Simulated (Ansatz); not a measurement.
# In2Ni3S2: the cost of one run

Program: Ansatz 0.2.0. Level of theory: DFT PBEsol, scalar-relativistic, plane waves, PAW. These are calculated values, not measurements.

2 further runs of the same task are left out: 2 set aside as unsound or not needed.

### Step 1. The structure to begin with

The structure is trigonal, space group R-3m (No. 166). The conventional cell has a = 5.437 Å, b = 5.437 Å, c = 13.645 Å, α = 90.00°, β = 90.00°, γ = 120.00°. In (site symmetry -3m) has 6 Ni at 2.72 Å and 2 S at 3.05 Å as nearest neighbours. Around In (site symmetry -3m) lie 6 Ni at 2.76 Å. Ni (site symmetry 2/m) is surrounded by 2 S at 2.17 Å. S (site symmetry 3m) has 3 Ni at 2.17 Å and 1 In at 3.05 Å as nearest neighbours.

As a file:

```xyz
7
Lattice="2.7184 1.5695 4.5484 -2.7184 1.5695 4.5484 0.0000 -3.1390 4.5484" Properties=species:S:1:pos:R:3 pbc="T T T"
In    0.0000    0.0000    6.8226
In    0.0000    0.0000    0.0000
Ni    1.3592    0.7847    2.2742
Ni   -1.3592    0.7847    2.2742
Ni    0.0000   -1.5695    2.2742
S     0.0000    0.0000    9.8748
S     0.0000    0.0000    3.7703
```

It goes back to an entry of the Materials Project.

This cell was relaxed beforehand with the same method: volume 16.63 Å³/atom, gap on the mesh none (metal).

### Step 2. The cell under PBEsol

Input file input.yaml:

```yaml
crystal:
  lattice:
    - [2.7184224673, 1.5694819432, 4.548371486]
    - [-2.7184224673, 1.5694819432, 4.548371486]
    - [0.0, -3.1389638865, 4.548371486]
  atoms:
    - { symbol: In, position: [0.5, 0.5, 0.5] }
    - { symbol: In, position: [0.0, 0.0, 0.0] }
    - { symbol: Ni, position: [0.5, 0.0, 0.0] }
    - { symbol: Ni, position: [0.0, 0.5, 0.0] }
    - { symbol: Ni, position: [0.0, 0.0, 0.5] }
    - { symbol: S, position: [0.7236873373, 0.7236873373, 0.7236873373] }
    - { symbol: S, position: [0.2763126627, 0.2763126627, 0.2763126627] }
basis:
  ecutwfc: 420
kpoints:
  mp_grid: { grid: [12, 12, 12] }
hamiltonian:
  xc: pbesol
scf:
  occupations: { method: gaussian, width: 0.1 }
output:
  forces: true
  stress: true
  eigenvalues: true
relax:
  adjacent_minimum: "off"
  f_tol: 0.005
  max_steps: 50
  cell: { stress_tol: 0.05 }
```

The run is started by

```bash
ansatz run input.yaml --threads 2 --pin off --max-ram 5120MiB --backend cpu --events-out ev --progress --plain --runs-dir out
```

Q: Estimate wall time and peak memory on 2 threads of Arm Neoverse V1, shared host.

About 6.2 min, with a peak of 1.1 GiB.
